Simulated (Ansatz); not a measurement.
# CH3Se− (SMILES C[Se-]): functionals against CCSD(T) at one geometry

An exercise on one series of results from a longer session: the logs are not shown, and one member is left open.

Program: Ansatz 0.2.0, Gaussian basis. Level of theory: single points in def2-TZVPPD. These are calculated values, not measurements.

Cores are frozen in the correlated methods. Filled d shells of the heavier atoms are correlated.

### The starting structure

5 atoms, charge -1, spin multiplicity 1.

Atoms are counted from 1 here; the program's logs count them from 0.

Bond lengths: C1–Se2 2.034 Å, C1–H3 1.102 Å, C1–H4 1.168 Å, C1–H5 1.151 Å. Angles: Se2–C1–H3 110.0°, Se2–C1–H4 109.7°, Se2–C1–H5 108.1°, H3–C1–H4 107.4°, H3–C1–H5 111.4°, H4–C1–H5 110.3°.

Geometry (Å):

```csv
atom,x (Å),y (Å),z (Å)
C1,-0.1200,-0.1287,0.0699
Se2,1.2492,1.0971,-0.8019
H3,0.1886,-1.1801,-0.0436
H4,-0.1764,0.0967,1.2150
H5,-1.1402,0.0658,-0.4255
```

The first run:

run/in.yaml

```yaml
crystal:
  periodic: [false, false, false]
  atoms:
    - {symbol: C, position_ang: [-0.120000, -0.128700, 0.069900]}
    - {symbol: Se, position_ang: [1.249200, 1.097100, -0.801900]}
    - {symbol: H, position_ang: [0.188600, -1.180100, -0.043600]}
    - {symbol: H, position_ang: [-0.176400, 0.096700, 1.215000]}
    - {symbol: H, position_ang: [-1.140200, 0.065800, -0.425500]}
basis:
  gaussian: {orbitals: "def2-TZVPPD.json"}
total_charge: -1
correlation: {method: ccsd_t}
output: {forces: true}
```

The basis file named in the input lies beside it (Basis Set Exchange, JSON).

The command line of these runs was not kept.

Steps of the session up to this table: CCSD(T)/def2-TZVPPD; PBE0-D4/def2-TZVPPD; wB97M-V/def2-TZVPPD; r2SCAN-D4/def2-TZVPPD; PBE-D4/def2-TZVPPD; BLYP-D4/def2-TZVPPD; SPW92/def2-TZVPPD.

One of the session's tables, all rows but one given; the rest of the session is left out.

```
   method  RMS force component (eV/Å)  angle to CCSD(T) forces (°)
  CCSD(T)                       0.795                    reference
  PBE0-D4                       0.817                          3.8
  wB97M-V                           ?                            ?
r2SCAN-D4                       0.795                          0.5
   PBE-D4                       0.707                          5.6
  BLYP-D4                       0.711                         12.1
    SPW92                       0.726                         11.7
```

Q: Estimate the row for wB97M-V from the others.

As computed: RMS force component (eV/Å): 0.833; angle to CCSD(T) forces (°): 3.4. In the column «RMS force component (eV/Å)» it is the highest.

To keep in mind: The anion's highest level is positive in at least one run, so there the basis alone may hold the extra electron.
